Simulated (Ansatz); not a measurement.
# CH2AlFTe: one species, many methods

One table from this session's results is given with a row withheld; the runs are named, their logs left out.

Computed with Ansatz 0.2.0, Gaussian basis. Level: functionals in def2-TZVPP, the program's frozen cores in correlated methods.

Plan: LDA (SPW92), PBE-D4, revPBE-D4, BLYP-D4, r2SCAN-D4, B97M-V, PBE0-D4, B3LYP-D4, r2SCANh-D4, r2SCAN0-D4, HSE06-D4, BHLYP-D4, CAM-B3LYP-D4, LC-ωPBE, ωB97X-V, ωB97M-V, B2PLYP, PBE-QIDH; CCSD(T)/def2-SVP; CCSD(T)/def2-TZVPP; MP2/def2-QZVPP; extrapolation to the limit; RPA on PBE.

### The relaxed structure

All runs share one geometry, relaxed beforehand with PBE0-D4 in a triple-zeta def2 set. Te takes the def2 core potential; no spin-orbit term is included.

SMILES `F[CH]1[AlH][Te]1`, 6 atoms, charge 0, spin multiplicity 1.

Atoms are counted from 1 here; the program's logs count them from 0.

Bond lengths: F1–C2 1.368 Å, C2–Al3 1.942 Å, C2–Te4 2.291 Å, C2–H5 1.088 Å, Al3–Te4 2.436 Å, Al3–H6 1.571 Å. Angles: F1–C2–Al3 121.1°, F1–C2–Te4 112.7°, F1–C2–H5 109.0°, Al3–C2–Te4 69.7°, Al3–C2–H5 127.3°, Te4–C2–H5 106.4°, C2–Al3–Te4 61.9°, C2–Al3–H6 146.7°, Te4–Al3–H6 151.2°, C2–Te4–Al3 48.4°.

The first run:

The input, in.yaml:

```yaml
crystal:
  periodic: [false, false, false]
  atoms:
    - {symbol: F, position_ang: [0.727531, -1.673586, -0.515512]}
    - {symbol: C, position_ang: [0.336254, -0.367837, -0.627771]}
    - {symbol: Al, position_ang: [-0.116041, 0.681943, 0.942089]}
    - {symbol: Te, position_ang: [-1.934978, -0.107107, -0.473762]}
    - {symbol: H, position_ang: [0.621737, 0.004443, -1.609613]}
    - {symbol: H, position_ang: [0.407495, 1.398045, 2.238367]}
basis:
  gaussian: {orbitals: def2-TZVPP}
hamiltonian: {xc: lda}
output: {orbitals: {seedname: orbitals}}
```

Launch:

```console
ansatz run in.yaml --threads 2 --pin off --events-out ev --progress --plain --max-ram 4352MiB
```

Steps of the session up to this table: LDA; PBE-D4 (GGA); revPBE-D4 (GGA); BLYP-D4 (GGA); r2SCAN-D4 (meta-GGA); B97M-V (meta-GGA); PBE0-D4 (hybrid); B3LYP-D4 (hybrid); r2SCANh-D4 (hybrid); r2SCAN0-D4 (hybrid); HSE06-D4 (hybrid); BHLYP-D4 (hybrid); CAM-B3LYP-D4 (range-separated); LC-ωPBE (range-separated); ωB97X-V (range-separated); ωB97M-V (range-separated); B2PLYP (double hybrid); PBE-QIDH (double hybrid).

One table of the session follows, with a row left open; its other results are not shown here.

It belongs to the step «Orbital energies across the functionals». 

| functional | HOMO (eV) | LUMO (eV) | gap (eV) |
| --- | --- | --- | --- |
| LDA (SPW92) | -5.89 | -2.75 | 3.14 |
| PBE-D4 | -5.72 | -2.52 | 3.20 |
| revPBE-D4 | -5.66 | -2.43 | 3.23 |
| BLYP-D4 | -5.54 | -2.39 | 3.14 |
| r2SCAN-D4 | -5.94 | -2.32 | 3.62 |
| B97M-V | -5.90 | -2.35 | 3.55 |
| PBE0-D4 | ? | ? | ? |
| B3LYP-D4 | -6.45 | -1.99 | 4.46 |
| r2SCANh-D4 | -6.29 | -2.07 | 4.22 |
| r2SCAN0-D4 | -6.82 | -1.70 | 5.12 |
| HSE06-D4 | -6.29 | -2.18 | 4.11 |
| BHLYP-D4 | -7.44 | -1.05 | 6.39 |
| CAM-B3LYP-D4 | -7.81 | -0.88 | 6.93 |
| LC-ωPBE | -9.08 | 0.14 | 9.22 |
| ωB97X-V | -8.77 | 0.05 | 8.82 |
| ωB97M-V | -8.66 | -0.17 | 8.49 |

**Question.** Estimate the row for PBE0-D4.

The run gave: HOMO (eV): -6.68; LUMO (eV): -1.82; gap (eV): 4.86. In the column «HOMO (eV)» it lies between r2SCAN0-D4 (-6.82) and B3LYP-D4 (-6.45).
